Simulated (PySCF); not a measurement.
**C2H8B2N2: geometry, NMR shifts, spin-spin couplings and electronic excitations**

Aim: predict the NMR shifts, spin-spin couplings and electronic excitations of C2H8B2N2 (`C#C[BH-]1[NH2+][BH2-][NH2+]1`).

Computed with PySCF 2.14.0, with density-fitted response routines of our own, on a single molecule in the gas phase. Atoms count from 0, in the outputs and in this text.

**1. The starting structure**

14 atoms, charge 0, multiplicity 1; geometry from: GFN2-xTB.

Bonds of the start (Å): C0–C1 1.20, C1–B2 1.55, B2–N3 1.59, N3–B4 1.59, B4–N5 1.59, N5–B2 1.59, C0–H6 1.05, B2–H7 1.19, N3–H8 1.01, N3–H9 1.01, B4–H10 1.19, B4–H11 1.19, N5–H12 1.01, N5–H13 1.01.

**2. Relaxing the molecule at PBE0-D3(BJ)/def2-SVP**

Job settings and geometry (Å):

```
{"job": {"xc": "PBE0", "basis": "def2-SVP", "d3": "d3bj", "grid": 1, "kind": "geom"}, "charge": 0, "multiplicity": 1}
C      2.728660    -0.907770    -0.260960
C      1.654680    -0.415320    -0.477820
B      0.256440     0.199540    -0.726100
N     -0.906580    -0.821050    -0.353900
B     -1.432890     0.243500     0.702560
N     -0.173160     1.179480     0.452350
H      3.676190    -1.330940    -0.085870
H      0.103190     0.688310    -1.798480
H     -0.572970    -1.683500     0.057330
H     -1.545150    -1.054210    -1.102350
H     -2.436620     0.758180     0.334920
H     -1.464660    -0.188440     1.808490
H     -0.372840     2.133800     0.184010
H      0.484350     1.197490     1.221490
```

Command:

```console
$ OMP_NUM_THREADS=1 python probes_run.py task.json out
```

The driver reads the jobs from task.json and runs them one after another.

**Question.** This job is followed by: GIAO PBE0/pcSseg-1 NMR shielding, non-relativistic, gas phase; B3LYP/pcJ-1 indirect spin-spin coupling, non-relativistic, gas phase; TDDFT CAM-B3LYP/def2-SVPD, vertical, gas phase, core orbitals frozen in the response; GIAO KT3/pcSseg-2 NMR shielding, non-relativistic, gas phase. Predict these results of the whole session: point group; rotational constants (main isotopes); 13C shifts against TMS (PBE0/pcSseg-1); 1H shifts against TMS (PBE0/pcSseg-1, means over atoms taken as alike); 11B shifts against BF3·OEt2 (PBE0/pcSseg-1); 15N shifts against NH3 (PBE0/pcSseg-1, means over atoms taken as alike); largest coupling of the table (B3LYP/pcJ-1); lowest singlet (CAM-B3LYP/def2-SVPD); brightest single state of those computed; lowest triplet; vertical ionisation energy (ΔSCF); range of the shift of C0.

**Answer**, as computed:

| quantity | value |
| --- | --- |
| point group | Cs |
| rotational constants (main isotopes) | 7.52, 2.34, 2.04 GHz |
| 13C shifts against TMS (PBE0/pcSseg-1) | 99.0, 94.9 ppm |
| 1H shifts against TMS (PBE0/pcSseg-1, means over atoms taken as alike) | 3.57, 3.40, 3.34, 2.30, 1.75, 1.55 ppm |
| 11B shifts against BF3·OEt2 (PBE0/pcSseg-1) | -13.8, -16.5 ppm |
| 15N shifts against NH3 (PBE0/pcSseg-1, means over atoms taken as alike) | 33.0 ppm |
| largest coupling of the table (B3LYP/pcJ-1) | 1J(C,H) C0–H6, 257.6 Hz |
| lowest singlet (CAM-B3LYP/def2-SVPD) | 6.06 eV (204 nm), f = 0.000 |
| brightest single state of those computed | state 6, 7.68 eV, f = 0.102 |
| lowest triplet | 5.10 eV |
| vertical ionisation energy (ΔSCF) | 9.70 eV |
| range of the shift of C0 | 83.5 to 94.9 ppm |

The optimisation took 4 steps and gained 0.074 eV; among the close pairs (by a distance rule), B4–H10 changed most, from 1.186 to 1.217 Å. At PBE0/pcSseg-1: Shielding is most anisotropic at C1 (span 317 ppm, paramagnetic term -173 ppm). In the run at B3LYP/pcJ-1, the largest coupling of the table is C0–H6, 257.6 Hz, of which the Fermi-contact term gives 258.3 Hz. Couplings across rotatable bonds belong to this one conformer; where others are populated, the observed values are averages. The lowest singlet, at 6.06 eV, is HOMO→LUMO+1 0.50, HOMO→LUMO+5 0.35 and is dark; of the 10 states computed, the strongest absorption comes from state 6 at 7.68 eV. The lowest triplet lies 0.96 eV below the lowest singlet (triplets in Tamm-Dancoff, singlets in full TDDFT). ΔSCF puts the ionisation energy at 9.70 eV, 0.92 eV above −ε(HOMO). Across the 2 runs the shift of C0 moves most, between 83.5 (KT3/pcSseg-2) and 94.9 ppm (PBE0/pcSseg-1).
